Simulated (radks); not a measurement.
# Se in [Ar] 3d10 4s1 4p4 4d1: an all-electron calculation

One table from this session's results is given with a row withheld; the runs are named, their logs left out.

Program: radks (a radial shooting solver on a logarithmic mesh, Libxc functionals) version 1. Level of theory: Dirac Kohn-Sham, LDA (Slater exchange, Perdew-Wang correlation), spin-unpolarised, spherical densities, finite nucleus; open shells fill j = l - 1/2 first. These are calculated values, not measurements, unless marked.

### Starting point

* element: selenium (Z = 34)
* charge: 0
* electrons: 34
* configuration: [Ar] 3d10 4s1 4p4 4d1
* nuclear rms radius: 4.14 fm

Set-up of the first run:

The run's settings:

```text
Z 34
configuration [Ar] 3d10 4s1 4p4 4d1
relativity Dirac
functional lda,pw
spin unpolarised
j_filling energy
nucleus finite rms 4.14 fm
c 137.035999084
```

Started as:

```sh
> python run_ks.py task.json out
```

This one command runs every case of the session in turn.

One table of the session follows, with a row left open; its other results are not shown here.

It belongs to the step «Shells». From the orbitals of this run (lengths in bohr):

| level | <r> | outermost maximum (interpolated) | 90 % within | nodes |
| --- | --- | --- | --- | --- |
| 1s1/2 | 0.04414 | 0.0288 | 0.0789 | 0 |
| 2s1/2 | 0.1960 | 0.165 | 0.303 | 1 |
| 2p1/2 | 0.1686 | 0.130 | 0.276 | 0 |
| 2p3/2 | 0.1724 | 0.133 | 0.281 | 0 |
| 3s1/2 | 0.5750 | 0.503 | 0.858 | 2 |
| 3p1/2 | 0.5829 | 0.495 | 0.893 | 1 |
| 3p3/2 | ? | ? | ? | ? |
| 3d3/2 | 0.6268 | 0.450 | 1.04 | 0 |
| 3d5/2 | 0.6311 | 0.452 | 1.05 | 0 |
| 4s1/2 | 1.730 | 1.48 | 2.57 | 3 |
| 4p1/2 | 2.085 | 1.71 | 3.18 | 2 |
| 4p3/2 | 2.125 | 1.74 | 3.24 | 2 |
| 4d3/2 | 7.463 | 5.22 | 12.6 | 1 |
| 4d5/2 | 7.514 | 5.31 | 12.7 | 1 |

Estimate the missing values for 3p3/2.

The run gave: <r>: 0.5936; outermost maximum (interpolated): 0.503; 90 % within: 0.909; nodes: 1. In the column «<r>» it lies between 3p1/2 (0.5829) and 3d3/2 (0.6268).
